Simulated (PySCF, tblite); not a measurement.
**C3H9ClSSi: geometry, infrared bands and NMR shifts**

Aim: predict the infrared bands and NMR shifts of C3H9ClSSi (`CC[Si@H](Cl)SC`).

The runs use tblite 0.8.0 and PySCF 2.14.0, with density-fitted response routines of our own; the level of theory stands in each step. All values are computed, except where a source is named. Atoms count from 0, in the outputs and in this text.

## 1. Starting geometry

15 atoms, charge 0, multiplicity 1; geometry from: force field or distance geometry start.

Bonds of the start (Å): C0–C1 1.53, C1–Si2 1.84, Si2–Cl3 2.06, Si2–S4 2.15, S4–C5 1.81, C0–H6 1.10, C0–H7 1.09, C0–H8 1.09, C1–H9 1.10, C1–H10 1.10, Si2–H11 1.49, C5–H12 1.08, C5–H13 1.09, C5–H14 1.09.

## 2. Geometry optimisation with GFN2-xTB

What the job is given:

```
{"job": {"kind": "relax", "xc": "GFN2-xTB", "basis": "xTB"}, "charge": 0, "multiplicity": 1}
C      2.692600     0.504600     0.145800
C      1.472500    -0.294100     0.602100
Si    -0.147000     0.169400    -0.140200
Cl    -0.651800     2.095300     0.377100
S     -1.684700    -1.159200     0.574400
C     -3.174200    -0.580700    -0.283300
H      2.578000     1.572600     0.389200
H      2.834000     0.428600    -0.931900
H      3.597700     0.137400     0.636700
H      1.666500    -1.357100     0.399700
H      1.401900    -0.217600     1.701000
H     -0.122100     0.104500    -1.623800
H     -3.044200    -0.620500    -1.355800
H     -3.411300     0.442300     0.013600
H     -4.012300    -1.217500    -0.008500
```

Started as:

```console
$ OMP_NUM_THREADS=1 python probes_run.py task.json out
```

One launch serves the whole session: the jobs run in the order shown.

**Question.** This job is followed by: GFN2-xTB harmonic vibrations, gas phase; GIAO PBE0/pcSseg-1 NMR shielding, non-relativistic, gas phase. Predict these results of the whole session: strongest single infrared mode (GFN2-xTB); zero-point energy (GFN2-xTB); ¹³C shifts against TMS (PBE0/pcSseg-1); ¹H shifts against TMS (PBE0/pcSseg-1, means over atoms taken as alike); ²⁹Si shifts against TMS (PBE0/pcSseg-1); ³⁵Cl shifts against HCl (PBE0/pcSseg-1); ³³S shifts against CS2 (PBE0/pcSseg-1).

**Answer**, as computed:

```
                                                              quantity                             value
                             strongest single infrared mode (GFN2-xTB)              653 cm⁻¹, 269 km/mol
                                          zero-point energy (GFN2-xTB)                     71.4 kcal/mol
                                ¹³C shifts against TMS (PBE0/pcSseg-1)               14.7, 13.2, 9.0 ppm
¹H shifts against TMS (PBE0/pcSseg-1, means over atoms taken as alike)  5.65, 2.14, 1.18, 1.09, 0.97 ppm
                               ²⁹Si shifts against TMS (PBE0/pcSseg-1)                          22.8 ppm
                               ³⁵Cl shifts against HCl (PBE0/pcSseg-1)                            -8 ppm
                                ³³S shifts against CS2 (PBE0/pcSseg-1)                          -147 ppm
```

Relaxing lowered the energy by 0.090 eV in 78 steps; the close pair that moved most is C1–Si2, from 1.841 to 1.894 Å. No mode is imaginary among the 39: a minimum at this level. The strongest single mode, at 653 cm⁻¹, moves mainly H11. GFN2-xTB is a fitted tight-binding method: band positions and strengths are rough. Its intensities can rank the bands wrongly. At PBE0/pcSseg-1: Shielding is most anisotropic at Cl3 (span 194 ppm, paramagnetic term -192 ppm).
